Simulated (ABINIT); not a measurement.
Wanted: the native input for an ABINIT 10.8.3 (patched build) run.

```
Task                : work function
Functional          : PBE
Potentials or basis : JTH PAW PBE v2.0
Cutoff              : 435 eV
k mesh              : 10 × 10 × 1
Occupations         : fermi-dirac, width 0.05 eV
Spin                : no spin polarisation
Most SCF steps      : 120
Fine-grid cutoff    : 870.764 eV
```

The system is W, a slab with vacuum.

```
W
1.0
     2.76660    0.00000    0.00000
    -0.92220    2.60838    0.00000
     0.00000    0.00000   24.03569
W
5
Direct
  0.50000 0.50000 0.31204
  0.00000 0.00000 0.40602
  0.50000 0.50000 0.50000
  0.00000 0.00000 0.59398
  0.50000 0.50000 0.68796
```

The input as run:

run.abi

```
# Pseudopotentials
pp_dirpath "./"
pseudos "W.GGA_PBE-JTH.xml"

# Structure
acell 3*1.0
rprim
     5.2281252819     0.0000000000     0.0000000000
    -1.7427084273     4.9291237863     0.0000000000
     0.0000000000     0.0000000000    45.4208775387
ntypat 1
znucl 74
natom 5
typat 1 1 1 1 1
xred
     0.5000000000     0.5000000000     0.3120359338
     0.0000000000     0.0000000000     0.4060179669
     0.5000000000     0.5000000000     0.5000000000
     0.0000000000     0.0000000000     0.5939820331
     0.5000000000     0.5000000000     0.6879640662
chkprim 0
chksymtnons 0
tolsym 1.0e-6

# Plane-wave basis
ecut 16.0
pawecutdg 32.0
pawxcdev 0

# k points
kptopt 1
ngkpt 10 10 1
nshiftk 1
shiftk 0.0 0.0 0.0

# Exchange and correlation
ixc 11

# Bands and occupations
nband 42
occopt 3
tsmear 0.00183747

# SCF cycle
nstep 120
tolvrs 1.0e-9

# Output
iomode 3
prtwf 0
prteig 0
prtebands 0
prtvol 2
prtden 1
prtvha 1
prtvclmb 1
prtpot 1
```

Potentials or basis: JTH PAW PBE v2.0.

The run is started by

```sh
$ mpirun --bind-to none -np 4 abinit run.abi > log 2>&1
```

It gave:

* Largest force: 0.779 eV/Å
* Band gap on the k mesh: none (metal or under the smearing width)
* Valence electrons inside the program's atomic spheres: W 11.57, 11.69, 11.70 (radii [1.2763] Å)
* Work function: 4.91 eV

Caveat: the cell was measured hot, at 2171 K.

Wall time 2.2 min on 4 MPI ranks on Arm Neoverse V2, on a shared host, peak memory 0.68 GiB a rank.
